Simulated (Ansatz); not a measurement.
**C₂H₇BSn: how energies converge with the basis set**

Aim: see how fast density functionals converge with the basis set for C₂H₇BSn.

Computed with Ansatz 0.2.0, Gaussian basis. Level: one geometry, several basis sets.

Levels to be run: PBE0-D4/def2-SVP; ωB97M-V/def2-SVP; PBE0-D4/def2-QZVPP; ωB97M-V/def2-QZVPP; the functionals' def2-TZVPP values are taken from earlier runs.

### Step 1. The relaxed structure

The geometry comes from an earlier relaxation with PBE0-D4 in a triple-zeta def2 set; it is a stationary point, not always the lowest conformer. Sn takes the def2 core potential; no spin-orbit term is included.

SMILES `B/C=[CH]/[SnH3]`, 11 atoms, charge 0, spin multiplicity 1.

Atoms are counted from 1 here; the program's logs count them from 0.

Bond lengths: B1–C2 1.537 Å, B1–H5 1.197 Å, B1–H6 1.198 Å, C2–C3 1.344 Å, C2–H7 1.091 Å, C3–Sn4 2.140 Å, C3–H8 1.090 Å, Sn4–H9 1.706 Å, Sn4–H10 1.706 Å, Sn4–H11 1.706 Å. Angles: C2–B1–H5 121.9°, C2–B1–H6 118.6°, H5–B1–H6 119.5°, B1–C2–C3 120.6°, B1–C2–H7 120.6°, C3–C2–H7 118.7°, C2–C3–Sn4 124.6°, C2–C3–H8 117.5°, Sn4–C3–H8 117.9°, C3–Sn4–H9 109.2°, C3–Sn4–H10 109.6°, C3–Sn4–H11 109.2°, H9–Sn4–H10 109.9°, H9–Sn4–H11 109.1°, H10–Sn4–H11 109.9°.

### Step 2. PBE0-D4 in def2-SVP

Input file in.yaml:

```yaml
crystal:
  periodic: [false, false, false]
  atoms:
    - {symbol: B, position_ang: [-0.982695, 1.933126, 1.044135]}
    - {symbol: C, position_ang: [-0.772018, 0.545046, 0.417805]}
    - {symbol: C, position_ang: [0.439631, 0.171900, -0.028726]}
    - {symbol: Sn, position_ang: [0.875592, -1.724117, -0.920805]}
    - {symbol: H, position_ang: [-2.051718, 2.288648, 1.448530]}
    - {symbol: H, position_ang: [-0.044842, 2.674679, 1.126075]}
    - {symbol: H, position_ang: [-1.603089, -0.155465, 0.327022]}
    - {symbol: H, position_ang: [1.254878, 0.888136, 0.072427]}
    - {symbol: H, position_ang: [-0.097931, -1.928265, -2.306867]}
    - {symbol: H, position_ang: [2.523978, -1.786225, -1.355274]}
    - {symbol: H, position_ang: [0.523612, -2.964465, 0.196476]}
basis:
  gaussian: {orbitals: def2-SVP}
hamiltonian: {xc: pbe0, dispersion: d4}
output: {orbitals: {seedname: orbitals}}
```

Further steps of the session: ωB97M-V in def2-SVP; PBE0-D4 in def2-QZVPP; ωB97M-V in def2-QZVPP.

Q: Predict the results of all the runs planned. Wanted: PBE0-D4: double and triple zeta above quadruple; ωB97M-V: double and triple zeta above quadruple.

**Answer**, as computed:

| quantity | value |
| --- | --- |
| PBE0-D4: double and triple zeta above quadruple | 3.58, 0.22 eV |
| ωB97M-V: double and triple zeta above quadruple | 3.83, 0.21 eV |

PBE0-D4 gains 3.37 eV from double to triple zeta, then 0.22 eV more. These are total energies; as a rule much of such shifts cancels in differences, which this series doesn't test.
